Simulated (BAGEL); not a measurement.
**CH7NOSi (SMILES CO[SiH2]N): RI-MP2/cc-pVDZ (density fitting with cc-pvqz-jkfit)**

What is the energy change on altering one bond length of CH7NOSi at RI-MP2/cc-pVDZ (density fitting with cc-pvqz-jkfit)? 

The calculation is run with BAGEL 1.2.2.

2 further runs of the same task are left out: 2 that didn't finish.

## 1. The system as given

CH7NOSi has 11 atoms, charge 0, and is taken as a singlet. SMILES: `CO[SiH2]N`. The coordinates come from a PBE0-D4/def2-TZVP relaxation. This is one conformer, not always the lowest.

Bond lengths: C1–O2 1.407 Å, O2–Si3 1.648 Å, Si3–N4 1.701 Å, C1–H5 1.097 Å, C1–H6 1.091 Å, C1–H7 1.097 Å, Si3–H8 1.488 Å, Si3–H9 1.488 Å, N4–H10 1.007 Å, N4–H11 1.007 Å. Some angles: C1–O2–Si3 122.1°, O2–Si3–N4 112.5°, O2–C1–H5 111.7°, O2–C1–H6 108.5°, O2–C1–H7 111.7°, O2–Si3–H8 108.4°, O2–Si3–H9 108.6°, N4–Si3–H8 108.4°, N4–Si3–H9 108.2°, Si3–N4–H10 120.7°.

## 2. A single-point energy at RI-MP2/cc-pVDZ (density fitting with cc-pvqz-jkfit)

Contents of job.json:

```json
{ "bagel" : [

{
  "title" : "molecule",
  "basis" : "cc-pvdz.json",
  "df_basis" : "cc-pvqz-jkfit",
  "angstrom" : "true",
  "geometry" : [
    { "atom" : "C", "xyz" : [      -0.655300,       1.711900,       0.500200 ] },
    { "atom" : "O", "xyz" : [      -0.610600,       0.508700,      -0.227100 ] },
    { "atom" : "Si", "xyz" : [       0.533800,      -0.642700,       0.054300 ] },
    { "atom" : "N", "xyz" : [       0.344700,      -2.006900,      -0.943700 ] },
    { "atom" : "H", "xyz" : [       0.258400,       2.302900,       0.362300 ] },
    { "atom" : "H", "xyz" : [      -1.501500,       2.301200,       0.142400 ] },
    { "atom" : "H", "xyz" : [      -0.790700,       1.531800,       1.573800 ] },
    { "atom" : "H", "xyz" : [       0.421900,      -1.079900,       1.472300 ] },
    { "atom" : "H", "xyz" : [       1.874600,      -0.055000,      -0.212100 ] },
    { "atom" : "H", "xyz" : [      -0.403400,      -2.661100,      -0.783300 ] },
    { "atom" : "H", "xyz" : [       0.593600,      -1.968000,      -1.918400 ] }
  ]
},

{
  "title" : "hf"
},

{
  "title" : "mp2",
  "ncore" : 8
}

]}
```

The basis set cc-pVDZ is read from a file made from the Basis Set Exchange's data (not shown).

Launch:

```sh
$ BAGEL_NUM_THREADS=1 BAGEL job.json > job.out
```

Output:

```text
* using 1 threads per process

  ===============================================================
  ===============================================================

  *** Geometry ***

  { "atom" : "C", "xyz" : [     -1.238338,      3.235022,      0.945241 ] },
  { "atom" : "O", "xyz" : [     -1.153867,      0.961304,     -0.429157 ] },
  { "atom" : "Si", "xyz" : [      1.008736,     -1.214527,      0.102612 ] },
  { "atom" : "N", "xyz" : [      0.651389,     -3.792491,     -1.783335 ] },
  { "atom" : "H", "xyz" : [      0.488305,      4.351850,      0.684648 ] },
  { "atom" : "H", "xyz" : [     -2.837424,      4.348638,      0.269097 ] },
  { "atom" : "H", "xyz" : [     -1.494206,      2.894682,      2.974051 ] },
  { "atom" : "H", "xyz" : [      0.797275,     -2.040715,      2.782244 ] },
  { "atom" : "H", "xyz" : [      3.542481,     -0.103935,     -0.400811 ] },
  { "atom" : "H", "xyz" : [     -0.762316,     -5.028750,     -1.480222 ] },
  { "atom" : "H", "xyz" : [      1.121741,     -3.718981,     -3.625251 ] },

  Number of auxiliary basis functions:      823

  Since a DF basis is specified, we compute 2- and 3-index integrals:
    o Being stored without compression. Storage requirement is 0.059 GB

  Number of basis functions:       95
  Number of electrons      :       42

    * METHOD: MOLECULE                             0.87

  *** RHF ***

  === Nuclear Repulsion ===
   180.9155862652

      * DIIS with orbital gradients will be used.

  === RHF iteration (cc-pvdz.json) ===
      0       -459.95559069          0.01696406           0.20
      1       -460.15508508          0.01085597           0.20
      2       -460.24291313          0.00137687           0.20
      3       -460.24464532          0.00053330           0.19
      4       -460.24485549          0.00010380           0.19
      5       -460.24486580          0.00002643           0.19
      6       -460.24486643          0.00000806           0.19
      7       -460.24486653          0.00000217           0.20
      8       -460.24486654          0.00000083           0.20
      9       -460.24486654          0.00000027           0.19
     10       -460.24486654          0.00000014           0.19
     11       -460.24486654          0.00000004           0.19
     12       -460.24486654          0.00000001           0.19
     13       -460.24486654          0.00000000           0.20
    * SCF iteration converged.

    * Permanent dipole moment:
           (    0.113677,    -0.044564,     0.062654) a.u.

    * METHOD: HF                                   3.10

  *** RHF ***

  === Nuclear Repulsion ===
   180.9155862652

      * DIIS with orbital gradients will be used.

  === RHF iteration (cc-pvdz.json) ===
      0       -460.24486654          0.00000000           0.19
    * SCF iteration converged.

    * Permanent dipole moment:
           (    0.113677,    -0.044564,     0.062654) a.u.

  === DF-MP2 calculation ===

    * freezing 8 orbitals
    * 3-index integral transformation done
    * assembly done

      MP2 correlation energy:   -0.6009804368      0.14

      MP2 total energy:       -460.8458469753

    * METHOD: MP2                                  0.56

  ===============================================================
```

It took 4.8 s on 1 thread of Arm Neoverse V1, shared host; peak memory 0.19 GiB.

## 3. The distorted shape

Contents of input.json:

```json
{ "bagel": [

{
  "title": "molecule",
  "basis": "cc-pvdz.json",
  "df_basis": "cc-pvqz-jkfit",
  "angstrom": true,
  "geometry": [
    { "atom": "C", "xyz": [   -0.779751,    1.692450,    0.987555 ] },
    { "atom": "O", "xyz": [   -0.735051,    0.489250,    0.260255 ] },
    { "atom": "Si", "xyz": [    0.409349,   -0.662150,    0.541655 ] },
    { "atom": "N", "xyz": [    0.220249,   -2.026350,   -0.456345 ] },
    { "atom": "H", "xyz": [    0.133949,    2.283450,    0.849655 ] },
    { "atom": "H", "xyz": [   -1.625951,    2.281750,    0.629755 ] },
    { "atom": "H", "xyz": [   -0.915151,    1.512350,    2.061155 ] },
    { "atom": "H", "xyz": [    0.297449,   -1.099350,    1.959655 ] },
    { "atom": "H", "xyz": [    1.750149,   -0.074450,    0.275255 ] },
    { "atom": "H", "xyz": [   -0.527851,   -2.680550,   -0.295945 ] },
    { "atom": "H", "xyz": [    0.593600,   -1.968000,   -1.918400 ] }
  ]
},
{ "title": "hf" },
{ "title": "mp2", "ncore": 8 }

]}
```

The basis set cc-pVDZ is read from a file made from the Basis Set Exchange's data (not shown).

Launch:

```sh
$ BAGEL_NUM_THREADS=1 BAGEL input.json > input.out
```

Output:

```text
* using 1 threads per process

  ===============================================================
  ===============================================================

  *** Geometry ***

  { "atom" : "C", "xyz" : [     -1.473516,      3.198267,      1.866208 ] },
  { "atom" : "O", "xyz" : [     -1.389045,      0.924549,      0.491811 ] },
  { "atom" : "Si", "xyz" : [      0.773557,     -1.251282,      1.023580 ] },
  { "atom" : "N", "xyz" : [      0.416210,     -3.829247,     -0.862367 ] },
  { "atom" : "H", "xyz" : [      0.253127,      4.315095,      1.605615 ] },
  { "atom" : "H", "xyz" : [     -3.072602,      4.311883,      1.190064 ] },
  { "atom" : "H", "xyz" : [     -1.729385,      2.857927,      3.895018 ] },
  { "atom" : "H", "xyz" : [      0.562097,     -2.077470,      3.703211 ] },
  { "atom" : "H", "xyz" : [      3.307302,     -0.140690,      0.520157 ] },
  { "atom" : "H", "xyz" : [     -0.997494,     -5.065505,     -0.559255 ] },
  { "atom" : "H", "xyz" : [      1.121741,     -3.718981,     -3.625251 ] },

  Number of auxiliary basis functions:      823

  Since a DF basis is specified, we compute 2- and 3-index integrals:
    o Being stored without compression. Storage requirement is 0.059 GB

  Number of basis functions:       95
  Number of electrons      :       42

    * METHOD: MOLECULE                             0.86

  *** RHF ***

  === Nuclear Repulsion ===
   178.9544384219

      * DIIS with orbital gradients will be used.

  === RHF iteration (cc-pvdz.json) ===
      0       -459.82323677          0.01743528           0.20
      1       -460.02252468          0.01242873           0.19
      2       -460.14251114          0.00148687           0.19
      3       -460.14506863          0.00036907           0.19
      4       -460.14521645          0.00011532           0.19
      5       -460.14523667          0.00003499           0.19
      6       -460.14523925          0.00001120           0.19
      7       -460.14523950          0.00000311           0.19
      8       -460.14523952          0.00000163           0.19
      9       -460.14523952          0.00000076           0.18
     10       -460.14523952          0.00000033           0.18
     11       -460.14523952          0.00000014           0.19
     12       -460.14523952          0.00000005           0.19
     13       -460.14523952          0.00000002           0.19
     14       -460.14523952          0.00000001           0.19
    * SCF iteration converged.

    * Permanent dipole moment:
           (    0.102401,    -0.060537,     0.100663) a.u.

    * METHOD: HF                                   3.20

  *** RHF ***

  === Nuclear Repulsion ===
   178.9544384219

      * DIIS with orbital gradients will be used.

  === RHF iteration (cc-pvdz.json) ===
      0       -460.14523952          0.00000000           0.19
    * SCF iteration converged.

    * Permanent dipole moment:
           (    0.102401,    -0.060538,     0.100662) a.u.

  === DF-MP2 calculation ===

    * freezing 8 orbitals
    * 3-index integral transformation done
    * assembly done

      MP2 correlation energy:   -0.6132846442      0.13

      MP2 total energy:       -460.7585241672

    * METHOD: MP2                                  0.54

  ===============================================================
```

Wall time 4.8 s (1 thread of Arm Neoverse V1, shared host); peak memory 0.19 GiB.

## 4. Results

Level: RI-MP2/cc-pVDZ (density fitting with cc-pvqz-jkfit), 8 core orbitals frozen.

```
                                                          quantity          value
                                         first shape: total energy  -460.84585 Eh
          first shape: correlation energy (8 core orbitals frozen)     -601.0 mEh
                                     distorted shape: total energy  -460.75852 Eh
      distorted shape: correlation energy (8 core orbitals frozen)     -613.3 mEh
energy change with the N4–H11 bond stretched from 1.007 to 1.510 Å       2.376 eV
```

What this shows: One bond (distorted shape) is far stretched, which a spin-restricted single reference describes badly; perturbation theory on it can break down and give far too much correlation. With the N4–H11 bond stretched from 1.007 to 1.510 Å the energy rises by 2.38 eV (55 kcal/mol). The first shape isn't relaxed at this level, so the change isn't measured from a minimum. A restricted reference can't describe the breaking bond well at this length.
